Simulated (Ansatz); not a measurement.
# CH5AlBGa: basis-set convergence

The task here is to estimate one member of a computed series from the others.

The runs use Ansatz 0.2.0, Gaussian basis; one geometry, several basis sets.

Plan: PBE0-D4/def2-SVP; ωB97M-V/def2-SVP; PBE0-D4/def2-QZVPP; ωB97M-V/def2-QZVPP; the functionals' def2-TZVPP values are taken from earlier runs.

**Structure used throughout**

The geometry comes from an earlier relaxation with PBE0-D4 in a triple-zeta def2 set; it is a stationary point, not always the lowest conformer.

9 atoms, charge 0, spin multiplicity 1.

Atoms are counted from 1 here; the program's logs count them from 0.

Bond lengths: B1–Ga2 2.503 Å, B1–C3 1.498 Å, B1–Al4 2.223 Å, B1–H5 1.227 Å, B1–H6 1.227 Å, C3–Al4 2.091 Å, C3–H7 1.089 Å, C3–H8 1.089 Å, Al4–H9 1.589 Å. Angles: Ga2–B1–C3 137.8°, Ga2–B1–Al4 72.8°, Ga2–B1–H5 66.0°, Ga2–B1–H6 66.0°, C3–B1–Al4 65.0°, C3–B1–H5 123.3°, C3–B1–H6 123.3°, Al4–B1–H5 103.4°, Al4–B1–H6 103.4°, H5–B1–H6 113.3°, B1–C3–Al4 74.5°, B1–C3–H7 121.2°, B1–C3–H8 121.2°, Al4–C3–H7 109.0°, Al4–C3–H8 109.0°, H7–C3–H8 112.9°, B1–Al4–C3 40.5°, B1–Al4–H9 151.9° and more.

The first run:

in.yaml reads:

```yaml
crystal:
  periodic: [false, false, false]
  atoms:
    - {symbol: B, position_ang: [0.156959, 0.648363, -0.646759]}
    - {symbol: Ga, position_ang: [-2.245880, 0.484456, -1.329007]}
    - {symbol: C, position_ang: [1.070874, 0.013528, 0.356209]}
    - {symbol: Al, position_ang: [-0.793231, -0.885658, 0.651424]}
    - {symbol: H, position_ang: [-0.011819, 0.207795, -1.778914]}
    - {symbol: H, position_ang: [-0.497250, 1.660160, -0.417339]}
    - {symbol: H, position_ang: [1.359715, 0.536668, 1.266976]}
    - {symbol: H, position_ang: [1.789337, -0.750112, 0.060783]}
    - {symbol: H, position_ang: [-0.740204, -1.961599, 1.819627]}
basis:
  gaussian: {orbitals: def2-SVP}
hamiltonian: {xc: pbe0, dispersion: d4}
output: {orbitals: {seedname: orbitals}}
```

Run with:

```bash
$ ansatz run in.yaml --threads 2 --pin off --events-out ev --progress --plain --max-ram 4352MiB
```

Among the steps run: PBE0-D4 in def2-SVP; ωB97M-V in def2-SVP; PBE0-D4 in def2-QZVPP; ωB97M-V in def2-QZVPP.

One table of the session follows, with a row left open; its other results are not shown here.

It belongs to the step «Functionals by basis». 

```
functional       basis  HOMO (eV)  LUMO (eV)
   PBE0-D4    def2-SVP      -5.30      -2.06
   PBE0-D4  def2-TZVPP      -5.27      -2.05
   PBE0-D4  def2-QZVPP      -5.28      -2.07
   ωB97M-V    def2-SVP      -7.04      -0.31
   ωB97M-V  def2-TZVPP          ?          ?
   ωB97M-V  def2-QZVPP      -7.04      -0.48
```

Estimate the missing values for ωB97M-V, def2-TZVPP.

As computed: HOMO (eV): -7.03; LUMO (eV): -0.35. In the column «HOMO (eV)» it lies between ωB97M-V, def2-QZVPP (-7.04) and PBE0-D4, def2-SVP (-5.30).
